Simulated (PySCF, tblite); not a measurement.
**C₄H₁₀O₂Si: geometry, infrared bands and NMR shifts**

What infrared bands and NMR shifts should C₄H₁₀O₂Si (`CCC(=O)[SiH2]OC`) show?

Computed with tblite 0.8.0 and PySCF 2.14.0, with density-fitted response routines of our own, on a single molecule in the gas phase. Atoms count from 0, in the outputs and in this text.

### Step 1. Starting geometry

17 atoms, charge 0, multiplicity 1; geometry from: force field or distance geometry start.

Bonds of the start (Å): C0–C1 1.52, C1–C2 1.49, C2–O3 1.23, C2–Si4 1.82, Si4–O5 1.72, O5–C6 1.38, C0–H7 1.12, C0–H8 1.11, C0–H9 1.11, C1–H10 1.11, C1–H11 1.09, Si4–H12 1.46, Si4–H13 1.47, C6–H14 1.09, C6–H15 1.12, C6–H16 1.11.

### Step 2. Geometry optimisation with GFN2-xTB

Job settings and geometry (Å):

```
{"job": {"kind": "relax", "xc": "GFN2-xTB", "basis": "xTB"}, "charge": 0, "multiplicity": 1}
C     -2.340000     0.923400     0.444200
C     -1.841500    -0.360500    -0.207800
C     -0.382000    -0.148500    -0.402300
O     -0.040100     0.859600    -1.028400
Si     0.908700    -1.270100     0.211700
O      2.175700    -0.338300     0.911300
C      2.724700     0.430700    -0.096500
H     -2.795600     0.681200     1.437600
H     -1.477300     1.601600     0.618000
H     -3.081300     1.410100    -0.226100
H     -2.311100    -0.411400    -1.217500
H     -2.099900    -1.199300     0.441600
H      1.456900    -2.087200    -0.861300
H      0.387100    -2.126100     1.289300
H      2.285100     0.251100    -1.080800
H      3.838300     0.296700    -0.129800
H      2.585400     1.499400     0.185900
```

Command:

```
$ OMP_NUM_THREADS=1 python probes_run.py task.json out
```

One launch serves the whole session: the jobs run in the order shown.

**Question.** This job is followed by: GFN2-xTB harmonic vibrations, gas phase; GIAO PBE0/pcSseg-1 NMR shielding, non-relativistic, gas phase. Predict these results of the whole session: strongest single infrared mode (GFN2-xTB); zero-point energy (GFN2-xTB); 13C shifts against TMS (PBE0/pcSseg-1); 1H shifts against TMS (PBE0/pcSseg-1, means over atoms taken as alike); 17O shifts against H2O (PBE0/pcSseg-1); 29Si shifts against TMS (PBE0/pcSseg-1).

As calculated:

| quantity | value |
| --- | --- |
| strongest single infrared mode (GFN2-xTB) | 2213 cm⁻¹, 286 km/mol |
| zero-point energy (GFN2-xTB) | 82.4 kcal/mol |
| 13C shifts against TMS (PBE0/pcSseg-1) | 253.4, 53.4, 45.2, 7.2 ppm |
| 1H shifts against TMS (PBE0/pcSseg-1, means over atoms taken as alike) | 4.95, 4.22, 2.52, 1.02 ppm |
| 17O shifts against H2O (PBE0/pcSseg-1) | 817.6, -8.0 ppm |
| 29Si shifts against TMS (PBE0/pcSseg-1) | -54.0 ppm |

**Reading.** The optimisation took 170 steps and gained 1.001 eV; among the close pairs (by a distance rule), C2–Si4 changed most, from 1.817 to 1.931 Å. All 45 modes are real, so the xTB geometry is a minimum. The strongest single mode, at 2213 cm⁻¹, moves mainly H12. Unscaled tight-binding wavenumbers are off by several per cent, some by more. Its intensities can rank the bands wrongly. At PBE0/pcSseg-1: The widest tensor belongs to O3: span 1720 ppm, with a paramagnetic part of -885 ppm.
